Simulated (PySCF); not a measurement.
# H4O3Si: the cost of one run

Programs: PySCF 2.14.0, with density-fitted response routines of our own. Each step states its level of theory. These are calculated values for one molecule in the gas phase, unless marked as measured. Atoms count from 0, in the outputs and in this text.

## 1. The molecule as given

8 atoms, charge 0, multiplicity 1; geometry from: GFN2-xTB. The atoms were then displaced at random by about 0.01 Å, so the start is not that level's minimum.

Bonds of the start (Å): O0–Si1 1.62, Si1–O2 1.63, Si1–O3 1.61, O0–H4 0.93, Si1–H5 1.46, O2–H6 0.95, O3–H7 0.96.

## 2. Relaxing the molecule at PBE0-D3(BJ)/def2-SVP

The job: settings as JSON, then the geometry in Å.

```
{"job": {"xc": "PBE0", "basis": "def2-SVP", "d3": "d3bj", "grid": 1, "shake": 0.01, "kind": "geom"}, "charge": 0, "multiplicity": 1}
O      0.493240    -0.047260    -1.477110
Si     0.207290     0.075990     0.115170
O     -1.023710     1.120650     0.367870
O     -0.193130    -1.379180     0.664570
H      0.899750    -0.801820    -1.842200
H      1.414710     0.538160     0.795150
H     -1.043880     1.909600    -0.153760
H     -0.699150    -1.435280     1.477840
```

Run with:

```
OMP_NUM_THREADS=1 python probes_run.py task.json out
```

The driver reads the jobs from task.json and runs them one after another.

Q: Estimate the wall time and peak memory of this first job on 1 thread of Arm Neoverse V2, shared host.

About 35 s, with a peak of 0.35 GiB.
